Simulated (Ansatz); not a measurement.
This script for a convergence test of the plane-wave cutoff of C, space group P6_3/mmc with Ansatz 0.2.0, Python API holds a mistake.

`ecut.py`
```python
"""Cutoff test for C."""

import ansatz as az
import matplotlib.pyplot as plt

lattice = az.Lattice.of(
    (2.5221, 0.0, 0.0),
    (-1.26105, 2.184203, 0.0),
    (0.0, 0.0, 4.1186),
)
sites = [
    ("C", (1 / 3, 2 / 3, 0.0625)),
    ("C", (2 / 3, 1 / 3, 0.5625)),
    ("C", (1 / 3, 2 / 3, 0.4375)),
    ("C", (2 / 3, 1 / 3, 0.9375)),
]
material = az.Crystal(lattice=lattice)
for symbol, position in sites:
    material = material.atom(symbol, position)

job = (
    material.calculation()
    .functional("pbe")
    .kpoints(12, 12, 6)
    .occupations("Fermi-Dirac", width=0.15)
    .scf(tolerance=1e-09)
    .forces()
    .stress()
)

row = []
for value in [250, 350, 450, 550, 650, 750]:
    r = job.basis(value).run(threads=1).report
    rows.append((value, r["free_energy_ev"] / len(r["lattice"]["sites"]), r["n_iterations"], sum(r["stress_gpa"][i][i] for i in range(3)) / 3, max(abs(f) for row in r["forces_ev_ang"] for f in row), r["n_pw"]))

print(" cutoff (eV)   F/atom (eV)    iterations       P (GPa)  max component (eV/A)   plane waves")
for row in rows:
    print(f"{str(row[0]):>12s}  {row[1]:12.5f}  {row[2]:12d}  {row[3]:12.3f}  {row[4]:20.4f}  {row[5]:12d}")

# the last row is the reference
for row in rows[:-1]:
    shift = 1000 * (row[1] - rows[-1][1])
    print(f"{row[0]}: {shift:+.2f} meV/atom" + ("  (within 2 meV)" if abs(shift) < 2 else ""))
plt.figure(figsize=(4.5, 3))
plt.plot([str(row[0]) for row in rows], [1000 * (row[1] - rows[-1][1]) for row in rows], "o-")
plt.xlabel("cutoff (eV)")
plt.ylabel("F - F(last) (meV/atom)")
plt.tight_layout()
plt.savefig("ecut.png", dpi=100)
```

```console
$ python ecut.py
DeckWarning: basis.ecutwfc = 250 eV is below the records' recommended 420 eV, and the density's cutoff is lower with it unless basis.ecutrho_ratio is high enough to keep the records' density cutoff: compare with a run at a higher cutoff
DeckWarning: output.stress: scf.convergence.dr2_threshold = 1e-9 eV is looser than the 4e-10 eV advised for a printed stress (1e-10 eV for each atom of the cell: 4). What an SCF threshold leaves in a stress goes as its square root, and in the free energy as the threshold itself, and one threshold admits the most on a small cell: of the crystals measured, under no hybrid functional and no lock of the moments, on runs that ended without the residual-converged pass, on stresses that held no estimate of that error, the worst erred by over 100 MPa in a component at 1e-7 eV an atom and by under 5 at 1e-10. Set scf.convergence.dr2_threshold to 4e-10 eV or tighter. The threshold is an SCF's pass mark: one that does not reach it within its budget of iterations ends unconverged, or closes short of it on a stop that the run arms, and scf.convergence.dr2_threshold's page says what that costs each kind of run
Traceback (most recent call last):
  File "ecut.py", line 34, in <module>
    rows.append((value, r["free_energy_ev"] / len(r["lattice"]["sites"]), r["n_iterations"], sum(r["stress_gpa"][i][i] for i in range(3)) / 3, max(abs(f) for row in r["forces_ev_ang"] for f in row), r["n_pw"]))
    ^^^^
NameError: name 'rows' is not defined. Did you mean: 'row'?
$ echo $?
1
```
(Warnings from the package without file and line.)

What is wrong, and how is it mended?

The fault: a variable's name is misspelt. The correction:

```diff
--- before
+++ after
@@ -30,3 +30,3 @@
 
-row = []
+rows = []
 for value in [250, 350, 450, 550, 650, 750]:
```

With that change:

```console
$ python ecut.py
DeckWarning: basis.ecutwfc = 250 eV is below the records' recommended 420 eV, and the density's cutoff is lower with it unless basis.ecutrho_ratio is high enough to keep the records' density cutoff: compare with a run at a higher cutoff
DeckWarning: output.stress: scf.convergence.dr2_threshold = 1e-9 eV is looser than the 4e-10 eV advised for a printed stress (1e-10 eV for each atom of the cell: 4). What an SCF threshold leaves in a stress goes as its square root, and in the free energy as the threshold itself, and one threshold admits the most on a [...]
DeckWarning: basis.ecutwfc = 350 eV is below the records' recommended 420 eV, and the density's cutoff is lower with it unless basis.ecutrho_ratio is high enough to keep the records' density cutoff: compare with a run at a higher cutoff
 cutoff (eV)   F/atom (eV)    iterations       P (GPa)  max component (eV/A)   plane waves
         250    -250.37116             6        18.459                0.0779           197
         350    -250.75065             6         2.178                0.0334           325
         450    -250.77987             6         3.216                0.0409           525
         550    -250.78079             6         3.184                0.0410           663
         650    -250.78117             6         3.147                0.0411           845
         750    -250.78132             6         3.139                0.0411          1099
250: +410.16 meV/atom
350: +30.67 meV/atom
450: +1.44 meV/atom  (within 2 meV)
550: +0.53 meV/atom  (within 2 meV)
650: +0.14 meV/atom  (within 2 meV)
```
(Warnings from the package without file and line, shortened.)

Pressure is positive in compression. Shifts are counted from the last row, which is itself no proven limit. The whole script took 9.4 s on 1 thread of Arm Neoverse V2, with other jobs on the host, peak memory 0.42 GiB.
